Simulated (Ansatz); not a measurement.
# FH₉O₃Si₃Zr: small, medium and large basis sets

One table from this session's results is given with a row withheld; the runs are named, their logs left out.

Program: Ansatz 0.2.0, Gaussian basis. Level of theory: one geometry, several basis sets. These are calculated values, not measurements.

Levels to be run: PBE0-D4/def2-SVP; ωB97M-V/def2-SVP; PBE0-D4/def2-QZVPP; ωB97M-V/def2-QZVPP; the functionals' def2-TZVPP values are taken from earlier runs.

### Structure used throughout

The geometry comes from an earlier relaxation with PBE0-D4 in a triple-zeta def2 set; it is a stationary point, not always the lowest conformer. Zr takes the def2 core potential; no spin-orbit term is included.

SMILES `[F][Zr]([O][SiH3])([O][SiH3])[O][SiH3]`, 17 atoms, charge 0, spin multiplicity 1.

Atoms are counted from 1 here; the program's logs count them from 0.

Bond lengths: F1–Zr2 1.913 Å, Zr2–O3 1.935 Å, Zr2–O5 1.935 Å, Zr2–O7 1.935 Å, O3–Si4 1.638 Å, Si4–H9 1.485 Å, Si4–H10 1.486 Å, Si4–H11 1.486 Å, O5–Si6 1.639 Å, Si6–H12 1.486 Å, Si6–H13 1.486 Å, Si6–H14 1.486 Å, O7–Si8 1.639 Å, Si8–H15 1.486 Å, Si8–H16 1.486 Å, Si8–H17 1.486 Å. Angles: F1–Zr2–O3 109.7°, F1–Zr2–O5 109.7°, F1–Zr2–O7 109.7°, O3–Zr2–O5 109.2°, O3–Zr2–O7 109.2°, O5–Zr2–O7 109.3°, Zr2–O3–Si4 177.0°, O3–Si4–H9 109.7°, O3–Si4–H10 109.6°, O3–Si4–H11 109.6°, H9–Si4–H10 109.3°, H9–Si4–H11 109.3°, H10–Si4–H11 109.2°, Zr2–O5–Si6 177.5°, O5–Si6–H12 109.7°, O5–Si6–H13 109.7°, O5–Si6–H14 109.7°, H12–Si6–H13 109.3° and more.

The first run:

Contents of in.yaml:

```yaml
crystal:
  periodic: [false, false, false]
  atoms:
    - {symbol: F, position_ang: [-0.178641, 2.454812, 1.568081]}
    - {symbol: Zr, position_ang: [-0.063010, 0.845781, 0.540625]}
    - {symbol: O, position_ang: [1.099705, -0.416043, 1.435316]}
    - {symbol: Si, position_ang: [2.069697, -1.539625, 2.128538]}
    - {symbol: O, position_ang: [0.655109, 1.241435, -1.212232]}
    - {symbol: Si, position_ang: [1.260790, 1.505443, -2.711620]}
    - {symbol: O, position_ang: [-1.823587, 0.065423, 0.350499]}
    - {symbol: Si, position_ang: [-3.283900, -0.651146, 0.153746]}
    - {symbol: H, position_ang: [2.620568, -1.008924, 3.401698]}
    - {symbol: H, position_ang: [1.286997, -2.771674, 2.407532]}
    - {symbol: H, position_ang: [3.189089, -1.869409, 1.208429]}
    - {symbol: H, position_ang: [0.228867, 2.154573, -3.560940]}
    - {symbol: H, position_ang: [2.451275, 2.389629, -2.622547]}
    - {symbol: H, position_ang: [1.656628, 0.211353, -3.326041]}
    - {symbol: H, position_ang: [-3.096286, -2.045081, -0.326467]}
    - {symbol: H, position_ang: [-4.082590, 0.106426, -0.844130]}
    - {symbol: H, position_ang: [-4.009815, -0.673273, 1.449712]}
basis:
  gaussian: {orbitals: def2-SVP}
hamiltonian: {xc: pbe0, dispersion: d4}
output: {orbitals: {seedname: orbitals}}
```

Command:

```bash
ansatz run in.yaml --threads 5 --pin off --events-out ev --progress --plain --max-ram 66560MiB --backend cpu
```

Among the steps run: PBE0-D4 in def2-SVP; ωB97M-V in def2-SVP; PBE0-D4 in def2-QZVPP; ωB97M-V in def2-QZVPP.

One of the session's tables, all rows but one given; the rest of the session is left out.

It belongs to the step «Functionals by basis». 

| functional | basis | HOMO (eV) |
| --- | --- | --- |
| PBE0-D4 | def2-SVP | ? |
| PBE0-D4 | def2-TZVPP | -8.86 |
| PBE0-D4 | def2-QZVPP | -8.87 |
| ωB97M-V | def2-SVP | -11.03 |
| ωB97M-V | def2-TZVPP | -11.15 |
| ωB97M-V | def2-QZVPP | -11.16 |

Q: Estimate the row for PBE0-D4, def2-SVP from the others.

**Answer.** HOMO (eV): -8.78. In the column «HOMO (eV)» it is the highest.
